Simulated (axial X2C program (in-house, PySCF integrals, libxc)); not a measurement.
**ISr⁺: bond curves with and without spin–orbit coupling**

What are the state, bond length, wavenumber and bond energy of ISr⁺, and what does spin–orbit coupling change?

Program: an in-house X2C program for linear molecules on PySCF integrals. Level of theory: all-electron X2C, I dyall-v2z, Sr dyall-v2z. These are calculated values, not measurements.

## (1) Set-up

task.json reads:

```json
{
 "zs": [
  53,
  38
 ],
 "q": 1,
 "bas": [
  "dyall-v2z",
  "dyall-v2z"
 ],
 "levels": [
  "PBE0",
  "HF",
  "r2SCAN",
  "PW91"
 ],
 "cc": false,
 "r0": 3.18,
 "npts": 10,
 "nst": 2,
 "ntry": 6,
 "opt": {
  "gaunt": 0
 }
}
```

Keys: zs atomic numbers; q charge; bas basis sets; levels methods (HF also brings MP2); cc coupled cluster on or off; r0 starting distance in Å; npts points asked for on the curve; nst determinants followed; ntry starts of the search; gaunt Gaunt term on or off.

The run is started by

```console
$ python so2c.py task.json out
```

Spin-free means the one-electron spin-free X2C Hamiltonian; two-component (2c) means X2C with spin–orbit coupling and atomic mean-field two-electron Coulomb terms, the Gaunt term switched off. Basis: I dyall-v2z contracted to [9s9p7d], Sr dyall-v2z contracted to [10s11p7d]; Gaussian nuclei, density fitting. Masses: I 126.904 u, Sr 87.906 u.

Notation: σ, π±, δ± give the projection m of an orbital's angular momentum (0, ±1, ±2), α and β its spin, Λ and M_S the sums; ω is the projection of a spinor's total angular momentum and Ω the sum. Logs are in hartree.

The results follow Hamiltonian by Hamiltonian and level by level.

## (2) Which state to follow

PBE0 moves the distance from 3.180 Å to 2.848 Å and compares determinants there.

Spin-free determinants:

| ΔE (eV) | state | open shells |
| --- | --- | --- |
| 0.00 | M_S = 0, Λ = 0 | closed shell |
| 3.47 | M_S = 1, Λ = 1 | beyond closed shells: σα, π+α, π+β, π-α |
| 3.49 | M_S = 0, Λ = 1 | beyond closed shells: σβ, π+α, π+β, π-α |
| 4.04 | M_S = 1, Λ = 0 | beyond closed shells: 2 × σα |
| 5.18 | M_S = 1, Λ = 1 | beyond closed shells: π+α, π-α, π-β, δ+α |
| 5.18 | M_S = 1, Λ = 3 | beyond closed shells: π+α, π+β, π-α, δ+α |
| 5.18 | M_S = 0, Λ = 3 | beyond closed shells: π+α, π+β, π-α, δ+β |

Two-component determinants:

```tsv
ΔE (eV)	state	open shells
0.00	Ω = 0	closed shell
3.16	Ω = 2	excess of +ω over −ω: ω = 1/2, ω = 3/2
3.18	Ω = 1	excess of +ω over −ω: ω = -1/2, ω = 3/2
3.52	Ω = 1	excess of +ω over −ω: 2 × ω = 1/2
4.86	Ω = 3	excess of +ω over −ω: 2 × ω = 3/2
4.89	Ω = 4	excess of +ω over −ω: ω = 3/2, ω = 5/2
4.90	Ω = 1	excess of +ω over −ω: ω = -3/2, ω = 5/2
```

## (3) PBE0, spin-free

State followed: M_S = 0, Λ = 0 (closed shell). The scan is laid around 2.848 Å, a first estimate of the minimum, and this SCF restarts from the orbitals of the search.

The SCF at the reference distance of 2.848 Å:

```text
spin-free X2C-1e  PBE0
basis functions 149  fitting functions 833  grid points 5803
iter        total energy     max residual
   1     -10294.182890326     2.48e-06
   2     -10294.182890326     3.34e-06
converged
one-electron -14886.45103645  Coulomb 4506.56476070  exact exchange -71.07166130  xc functional -217.43945565  nuclear repulsion 374.21450239
```

Along the bond, energies from the lowest point:

```tsv
R (Å)	E (eV)	μ (D)	HOMO (eV)	LUMO (eV)	iterations
2.478	0.9057	10.61	-12.00	-6.55	8
2.592	0.3719	11.42	-11.69	-6.65	8
2.677	0.1456	12.02	-11.48	-6.73	8
2.763	0.0303	12.62	-11.27	-6.81	8
2.848	0.0000	13.22	-11.08	-6.90	2
2.948	0.0447	13.90	-10.87	-7.00	8
3.047	0.1519	14.57	-10.67	-7.11	8
3.175	0.3514	15.40	-10.44	-7.24	8
3.332	0.6523	16.38	-10.18	-7.39	8
3.560	1.1365	17.67	-9.86	-7.60	9
```

Dipoles are positive if Sr is the positive end and refer to the centre of mass.

Outer orbitals at the reference distance:

```json
{"symmetry": "π+α", "occupied": "yes", "ε (eV)": "-30.80", "atomic character": "100% Sr p"}
{"symmetry": "π-α", "occupied": "yes", "ε (eV)": "-30.80", "atomic character": "100% Sr p"}
{"symmetry": "σα", "occupied": "yes", "ε (eV)": "-30.70", "atomic character": "99% Sr p"}
{"symmetry": "σα", "occupied": "yes", "ε (eV)": "-22.01", "atomic character": "85% I s, 7% Sr p, 4% Sr d"}
{"symmetry": "σα", "occupied": "yes", "ε (eV)": "-11.81", "atomic character": "78% I p, 8% Sr d, 8% Sr s"}
{"symmetry": "π+α", "occupied": "yes", "ε (eV)": "-11.08", "atomic character": "89% I p, 8% Sr d, 3% Sr p"}
{"symmetry": "π-α", "occupied": "yes", "ε (eV)": "-11.08", "atomic character": "89% I p, 8% Sr d, 3% Sr p"}
{"symmetry": "σα", "occupied": "no", "ε (eV)": "-6.90", "atomic character": "78% Sr s, 10% Sr p, 9% Sr d"}
{"symmetry": "δ+α", "occupied": "no", "ε (eV)": "-5.41", "atomic character": "100% Sr d"}
{"symmetry": "δ-α", "occupied": "no", "ε (eV)": "-5.41", "atomic character": "100% Sr d"}
{"symmetry": "π-α", "occupied": "no", "ε (eV)": "-5.31", "atomic character": "81% Sr d, 15% Sr p, 4% I p"}
```

PBE0 fields in the half plane through the axis: z from -2.4 to 5.1 Å across, distance from the axis 0.15 to 2.25 Å upwards; I lies at z = 0 and Sr at z = 2.848 Å; the ELF is damped to zero where the density is low.

log10 density (e/bohr³). Ten even steps from '0' (-4.96 ) to '9' (1.84 ):
```
01122233333322222111000000
11223333333333322222111100
12233344444443333333222111
22334445554444444444332211
22344555555544445555443221
23344556665554456666544322
23345567776555566776654322
23445678987655567997654322
```

ELF. Ten even steps from '0' (0.00 ) to '9' (0.84 ):
```
00001234444433100000000000
00013456666664200000000000
00135688888875100000000000
01257899999984101343200000
01468998789984116898531000
02579963335884159999863000
13589737872683287227984100
13699547974483392882995200
```

Re = 2.842 Å, ωe = 216.4 cm⁻¹, ωexe = 0.357 cm⁻¹, Be = 0.0402 cm⁻¹, De = 3.24 eV, μ = 13.17 D.

## (4) HF, spin-free

The SCF at the reference distance of 2.848 Å:

```text
spin-free X2C-1e  HF
basis functions 149  fitting functions 833  grid points 5803
iter        total energy     max residual
   1     -10289.958418571     3.83e-01
   2     -10289.989253542     4.64e-03
   3     -10289.989868326     1.01e-03
   4     -10289.989915446     5.05e-04
   5     -10289.989921051     7.12e-05
   6     -10289.989921712     1.56e-05
   7     -10289.989921742     6.18e-06
   8     -10289.989921745     1.67e-06
   9     -10289.989921745     5.02e-07
converged
one-electron -14885.18252419  Coulomb 4505.36094791  exact exchange -284.38284785  xc functional 0.00000000  nuclear repulsion 374.21450239
```

Re = 2.916 Å, ωe = 207.4 cm⁻¹, ωexe = 0.314 cm⁻¹, Be = 0.03817 cm⁻¹, De = 2.15 eV, μ = 15.22 D.

## (5) r2SCAN, spin-free

Output at 2.848 Å:

```text
spin-free X2C-1e  r2SCAN
basis functions 149  fitting functions 833  grid points 5803
iter        total energy     max residual
   1     -10294.836124870     1.53e-01
   2     -10294.838910422     3.88e-03
   3     -10294.838821366     4.17e-03
   4     -10294.838990146     6.39e-04
   5     -10294.839001124     3.84e-04
   6     -10294.839007689     1.51e-05
   7     -10294.839007702     4.49e-06
   8     -10294.839007703     5.94e-07
converged
one-electron -14886.02304341  Coulomb 4506.14067128  exact exchange 0.00000000  xc functional -289.17113796  nuclear repulsion 374.21450239
```

Re = 2.853 Å, ωe = 214.7 cm⁻¹, ωexe = 0.351 cm⁻¹, Be = 0.03988 cm⁻¹, De = 3.39 eV, μ = 13.31 D.

## (6) PW91, spin-free

The SCF at the reference distance of 2.848 Å:

```text
spin-free X2C-1e  PW91
basis functions 149  fitting functions 833  grid points 5803
iter        total energy     max residual
   1     -10295.627779697     1.56e-01
   2     -10295.631843728     6.15e-03
   3     -10295.627191200     1.12e-02
   4     -10295.633359530     1.23e-03
   5     -10295.633396396     3.29e-04
   6     -10295.633399996     7.06e-05
   7     -10295.633400210     1.07e-05
   8     -10295.633400214     1.27e-06
   9     -10295.633400214     4.19e-07
converged
one-electron -14886.67525409  Coulomb 4506.78311436  exact exchange 0.00000000  xc functional -289.95576287  nuclear repulsion 374.21450239
```

Re = 2.845 Å, ωe = 212.3 cm⁻¹, ωexe = 0.378 cm⁻¹, Be = 0.04012 cm⁻¹, De = 3.35 eV, μ = 12.40 D.

## (7) MP2, spin-free

Correlated methods: 16 electrons correlated (frozen shells, counted by type: I 4 s, 3 p, 2 d; Sr 3 s, 2 p, 1 d), 142 virtual spinors in MP2.

MP2: Re = 2.889 Å, ωe = 211.5 cm⁻¹, Be = 0.03889 cm⁻¹, De = 2.68 eV.

## (8) The spin-free curves together

Energy (eV) of the followed determinant, spin-free, from each level's lowest point:

```tsv
R (Å)	PBE0	HF	MP2	r2SCAN	PW91
2.478	0.906	1.292	1.145	0.959	0.896
2.592	0.372	0.616	0.518	0.405	0.370
2.677	0.146	0.301	0.234	0.166	0.146
2.763	0.030	0.110	0.071	0.040	0.032
2.848	0.000	0.017	0.000	0.000	0.000
2.948	0.045	0.000	0.006	0.036	0.041
3.047	0.152	0.058	0.084	0.135	0.142
3.175	0.351	0.209	0.255	0.328	0.331
3.332	0.652	0.470	0.534	0.622	0.615
3.560	1.136	0.926	1.006	1.103	1.069
```

## (9) PBE0, 2c

State followed: Ω = 0 (closed shell). The scan is laid around 2.848 Å, a first estimate of the minimum, and this SCF restarts from the orbitals of the search.

The SCF at the reference distance of 2.848 Å:

```text
two-component X2C + atomic mean field  PBE0
basis functions 149  fitting functions 833  grid points 5803
iter        total energy     max residual
   1     -10297.953777726     3.35e-06
   2     -10297.953777726     2.82e-06
converged
one-electron -14893.50374244  Coulomb 4507.66922709  exact exchange -71.09528386  xc functional -217.51855268  nuclear repulsion 374.21450239  atomic mean-field constant 2.28007177
```

Along the bond, energies from the lowest point:

```tsv
R (Å)	E (eV)	μ (D)	HOMO (eV)	LUMO (eV)	iterations
2.478	0.9099	10.58	-11.70	-6.55	8
2.592	0.3754	11.38	-11.40	-6.64	8
2.677	0.1483	11.98	-11.19	-6.72	8
2.763	0.0318	12.57	-10.98	-6.81	8
2.848	0.0000	13.15	-10.79	-6.89	2
2.948	0.0426	13.82	-10.58	-7.00	8
3.047	0.1471	14.47	-10.39	-7.10	8
3.175	0.3425	15.27	-10.16	-7.23	9
3.332	0.6369	16.19	-9.91	-7.38	9
3.560	1.1076	17.34	-9.62	-7.58	9
```

Dipoles are positive if Sr is the positive end and refer to the centre of mass.

Outer spinors at the reference distance:

| ω | occupied | ε (eV) | atomic character | λ mixture |
| --- | --- | --- | --- | --- |
| 1/2 | yes | -31.54 | 100% Sr p | 70% π, 30% σ |
| 3/2 | yes | -30.40 | 100% Sr p | 100% π |
| 1/2 | yes | -30.34 | 99% Sr p | 70% σ, 30% π |
| 1/2 | yes | -22.02 | 85% I s, 7% Sr p, 4% Sr d | 100% σ |
| 1/2 | yes | -12.11 | 83% I p, 7% Sr d, 5% Sr s | 72% σ, 28% π |
| 1/2 | yes | -11.16 | 85% I p, 8% Sr d, 3% Sr s | 72% π, 28% σ |
| 3/2 | yes | -10.79 | 88% I p, 9% Sr d, 4% Sr p | 100% π |
| 1/2 | no | -6.89 | 78% Sr s, 10% Sr p, 9% Sr d | 100% σ |
| 3/2 | no | -5.42 | 100% Sr d | 98% δ, 2% π |
| 5/2 | no | -5.38 | 100% Sr d | 100% δ |
| 1/2 | no | -5.33 | 78% Sr d, 18% Sr p, 3% I p | 90% π, 10% σ |

PBE0 fields in the half plane through the axis: z from -2.4 to 5.1 Å across, distance from the axis 0.15 to 2.25 Å upwards; I lies at z = 0 and Sr at z = 2.848 Å; the ELF is damped to zero where the density is low.

log10 density (e/bohr³). Ten even steps from '0' (-4.93 ) to '9' (1.84 ):
```
01122233333322222111000000
11223333333333322222111100
12233344444443333333222111
12334445554444444444332211
22344555555544445555443221
23344556665554456666544322
23345567776555566776654322
23445578987655567997654322
```

ELF. Ten even steps from '0' (0.00 ) to '9' (0.84 ):
```
00001233444433100000000000
00013456666664200000000000
00135678888875100000000000
01257899999984101343200000
01468998789984116898531000
02579963335884159999862000
13589737872683287227984100
13699547974483392882995200
```

Re = 2.844 Å, ωe = 215.1 cm⁻¹, ωexe = 0.365 cm⁻¹, Be = 0.04014 cm⁻¹, De = 2.94 eV, μ = 13.12 D.

## (10) HF, 2c

Output at 2.848 Å:

```text
two-component X2C + atomic mean field  HF
basis functions 149  fitting functions 833  grid points 5803
iter        total energy     max residual
   1     -10293.721076615     3.83e-01
   2     -10293.751925484     4.67e-03
   3     -10293.752550341     1.01e-03
   4     -10293.752600351     5.10e-04
   5     -10293.752606759     7.40e-05
   6     -10293.752607701     2.56e-05
   7     -10293.752607770     9.51e-06
   8     -10293.752607783     3.52e-06
   9     -10293.752607785     7.83e-07
converged
one-electron -14892.23525150  Coulomb 4506.46521588  exact exchange -284.47714632  xc functional 0.00000000  nuclear repulsion 374.21450239  atomic mean-field constant 2.28007177
```

Re = 2.918 Å, ωe = 206.6 cm⁻¹, ωexe = 0.318 cm⁻¹, Be = 0.03813 cm⁻¹, De = 1.85 eV, μ = 15.17 D.

## (11) r2SCAN, 2c

The SCF at the reference distance of 2.848 Å:

```text
two-component X2C + atomic mean field  r2SCAN
basis functions 149  fitting functions 833  grid points 5803
iter        total energy     max residual
   1     -10298.599176489     1.53e-01
   2     -10298.602076661     3.93e-03
   3     -10298.601997317     4.18e-03
   4     -10298.602153599     6.44e-04
   5     -10298.602163639     4.02e-04
   6     -10298.602170415     1.47e-05
   7     -10298.602170428     4.72e-06
   8     -10298.602170428     5.97e-07
converged
one-electron -14893.07626664  Coulomb 4507.24580215  exact exchange 0.00000000  xc functional -289.26628010  nuclear repulsion 374.21450239  atomic mean-field constant 2.28007177
```

Re = 2.855 Å, ωe = 213.8 cm⁻¹, ωexe = 0.356 cm⁻¹, Be = 0.03984 cm⁻¹, De = 3.24 eV, μ = 13.27 D.

## (12) PW91, 2c

The SCF at the reference distance of 2.848 Å:

```text
two-component X2C + atomic mean field  PW91
basis functions 149  fitting functions 833  grid points 5803
iter        total energy     max residual
   1     -10299.403161386     1.57e-01
   2     -10299.407179256     6.54e-03
   3     -10299.402322735     1.18e-02
   4     -10299.408746073     1.24e-03
   5     -10299.408786773     3.44e-04
   6     -10299.408790445     7.67e-05
   7     -10299.408790678     1.15e-05
   8     -10299.408790683     1.57e-06
   9     -10299.408790683     5.39e-07
converged
one-electron -14893.72168235  Coulomb 4507.88130598  exact exchange 0.00000000  xc functional -290.06298847  nuclear repulsion 374.21450239  atomic mean-field constant 2.28007177
```

Re = 2.848 Å, ωe = 210.5 cm⁻¹, ωexe = 0.392 cm⁻¹, Be = 0.04003 cm⁻¹, De = 3.05 eV, μ = 12.34 D.

## (13) MP2, 2c

Correlated methods: 16 electrons correlated (frozen shells, counted by type: I 4 s, 3 p, 2 d; Sr 3 s, 2 p, 1 d), 142 virtual spinors in MP2.

MP2: Re = 2.891 Å, ωe = 210.4 cm⁻¹, Be = 0.03885 cm⁻¹, De = 2.39 eV.

## (14) The 2c curves together

Energy (eV) of the followed determinant, 2c, from each level's lowest point:

```tsv
R (Å)	PBE0	HF	MP2	r2SCAN	PW91
2.478	0.910	1.294	1.148	0.962	0.902
2.592	0.375	0.618	0.521	0.408	0.375
2.677	0.148	0.303	0.236	0.168	0.150
2.763	0.032	0.112	0.072	0.041	0.034
2.848	0.000	0.018	0.000	0.000	0.000
2.948	0.043	0.000	0.005	0.034	0.038
3.047	0.147	0.056	0.080	0.132	0.135
3.175	0.343	0.205	0.248	0.321	0.319
3.332	0.637	0.462	0.523	0.612	0.594
3.560	1.108	0.912	0.985	1.083	1.029
```

Time for the job: 1.7 min (1 thread, shared host).

## (15) Constants

Lowest determinant that the search found at its distance, spin-free: M_S = 0, Λ = 0 (closed shell).

Lowest determinant that the search found at its distance, 2c: Ω = 0 (closed shell).

```
Hamiltonian   level  Re (Å)  ωe (cm⁻¹)  De (eV)  μ (D)
  spin-free    PBE0   2.842      216.4     3.24  13.17
  spin-free      HF   2.916      207.4     2.15  15.22
  spin-free     MP2   2.889      211.5     2.68    n/a
  spin-free  r2SCAN   2.853      214.7     3.39  13.31
  spin-free    PW91   2.845      212.3     3.35  12.40
         2c    PBE0   2.844      215.1     2.94  13.12
         2c      HF   2.918      206.6     1.85  15.17
         2c     MP2   2.891      210.4     2.39    n/a
         2c  r2SCAN   2.855      213.8     3.24  13.27
         2c    PW91   2.848      210.5     3.05  12.34
```

Dipoles are positive if Sr is the positive end and refer to the centre of mass.

Time per point (s) on 1 thread, shared host (2c runs); the times are rough: PBE0 0.6, HF 0.42, MP2 0.58, r2SCAN 0.66, PW91 0.4.

What this shows: At MP2, going from spin-free to two-component changes Re by +2 mÅ, ωe by -0.5 %, which is small (part of it comes from the scalar share of the two-electron terms). It costs about 1.6 times the time. De moves by -0.29 eV; both De rest on single-determinant atoms, which can miss part of an open shell's spin–orbit lowering.

De refers to I + Sr+, each in the lowest determinant found, which need not be this curve's own limit. Each curve is one determinant whose occupation by symmetry is held fixed; it was picked as the lowest of a PBE0 search that is not exhaustive. The closed shell is kept restricted; where the fragments are open shells, the energy then runs too high at long range. De is counted from the lowest determinant-based energies of the atoms at the same level, without counterpoise correction. The meta-GGAs lack a current-density term, which matters for open shells with orbital currents, atoms included.
